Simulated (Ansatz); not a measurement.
Write a Python script for the Ansatz DFT code, driven from Python that makes a formation energy from the elements of CdCo3N and its elements. Use (first run): PBEsol, PAW, cutoff 530 eV, Gaussian smearing of 0.02 eV, collinear spin.

`formation.py`
```python
"""Formation energy of CdCo3N from the elements, after relaxing cells and atoms."""

from collections import Counter
import warnings

import ansatz as az
import numpy as np

ECUT = 530
XC = "pbesol"
KSPACING = 0.3
FILLING = "gaussian"
SMEARING_WIDTH = 0.02

PHASES = {
    "CdCo3N": (
        [(3.8419, 0.0, 0.0), (0.0, 3.8419, 0.0), (0.0, 0.0, 3.8419)],
        [
            ("Cd", (0.0, 0.0, 0.0)),
            ("Co", (0.0, 0.5, 0.5)),
            ("Co", (0.5, 0.0, 0.5)),
            ("Co", (0.5, 0.5, 0.0)),
            ("N", (0.5, 0.5, 0.5)),
        ],
    ),
    "Cd": (
        [(2.97887, 0.0, 0.0), (-1.489435, 2.579777, 0.0), (0.0, 0.0, 5.61765)],
        [
            ("Cd", (1 / 3, 2 / 3, 0.25)),
            ("Cd", (2 / 3, 1 / 3, 0.75)),
        ],
    ),
    "Co": (
        [(2.5074, 0.0, 0.0), (-1.2537, 2.171472, 0.0), (0.0, 0.0, 4.0699)],
        [
            ("Co", (1 / 3, 2 / 3, 0.25)),
            ("Co", (2 / 3, 1 / 3, 0.75)),
        ],
    ),
    "N2": (
        [(9.0, 0.0, 0.0), (0.0, 9.5, 0.0), (0.0, 0.0, 10.0)],
        [
            ("N", (0.5, 0.5, 0.4445)),
            ("N", (0.5, 0.5, 0.5555)),
        ],
    ),
}
MOMENTS = {"Co": 2.5}  # parallel starting moments in muB


def build(vectors, sites):
    crystal = az.Crystal(lattice=az.Lattice.of(vectors))
    for symbol, position in sites:
        crystal = crystal.atom(symbol, position)
    return crystal

POLARISED = {"CdCo3N", "Co"}

GASES = {"N2"}


def ground_state(name, crystal):
    calc = (
        crystal.calculation()
        .basis(ECUT, xc_grid=2)
        .scf(algorithm="direct_min")
        .functional(XC)
        .kpoints(spacing=KSPACING)
        .occupations(FILLING, width=SMEARING_WIDTH)
        .stress()
    )
    if name in POLARISED:
        calc = calc.spin("collinear")
    if name in GASES:
        return calc.kpoints(1, 1, 1).relax(force_tolerance=0.03).run(threads=1)
    calc = calc.relax(force_tolerance=0.03, cell=True)
    return calc.run(threads=1)


def counts(outcome):
    return Counter(site.symbol for site in outcome.lattice.sites)

def formation_energy(outcome, mu):
    n = counts(outcome)
    return (outcome.report["energy_sigma0_ev"] - sum(k * mu[element] for element, k in n.items())) / sum(n.values())


def volume_per_atom(outcome):
    return abs(np.linalg.det(outcome.lattice.cell_ang)) / len(outcome.lattice.sites)

warnings.simplefilter("ignore", az.DeckWarning)

phases = {name: build(*cell) for name, cell in PHASES.items()}
for name in ["CdCo3N", "Co"]:
    phases[name] = phases[name].moments({e: m for e, m in MOMENTS.items() if e in phases[name].species()})

done = {name: ground_state(name, crystal) for name, crystal in phases.items()}

# chemical potentials of the elements at zero temperature
references = {"Cd": "Cd", "Co": "Co", "N": "N2"}
mu = {element: done[name].report["energy_sigma0_ev"] / len(done[name].lattice.sites) for element, name in references.items()}

target = done["CdCo3N"]
heat = formation_energy(target, mu)
rows = [(name, len(o.lattice.sites), volume_per_atom(o), formation_energy(o, mu)) for name, o in done.items()]
print("| phase | atoms | V (A^3/atom) | E_form (eV/atom) |")
print("| --- | --- | --- | --- |")
for row in rows:
    print(f"| {row[0]} | {row[1]:d} | {row[2]:.3f} | {row[3]:.4f} |")
# no correction for the overbinding of the gas molecule is applied
```

`python formation.py` gives:
```text
| phase | atoms | V (A^3/atom) | E_form (eV/atom) |
| --- | --- | --- | --- |
| CdCo3N | 5 | 10.822 | -0.0579 |
| Cd | 2 | 21.524 | 0.0000 |
| Co | 2 | 10.418 | 0.0000 |
| N2 | 2 | 427.500 | 0.0000 |
```

What to keep in mind:
- These settings explore the input space; cutoff and mesh may be short of convergence.
- The magnetic order follows from the starting moments and needn't be the lowest.
- For the metals among these phases the mesh is modest: differences between phases can be off by up to 40 meV an atom.
- The program warned that this SCF threshold is loose for forces or stresses.
- The cells come from databases of deposited and of computed structures, and not all need be stable phases.
- The compound is the structure given, not necessarily its lowest; energies are at zero temperature, with no correction for gases. Magnetic phases start from parallel moments and may not end in their lowest magnetic state. A semilocal functional's error on such energies is often 0.05 to 0.1 eV an atom, and 0.1 to 0.3 eV against gases such as O2 or F2.
- The script silences the warnings on its input, which a real study should read.
- It ran for 7.3 min on 1 thread of Arm Neoverse V1 (shared host), peak memory 0.73 GiB.
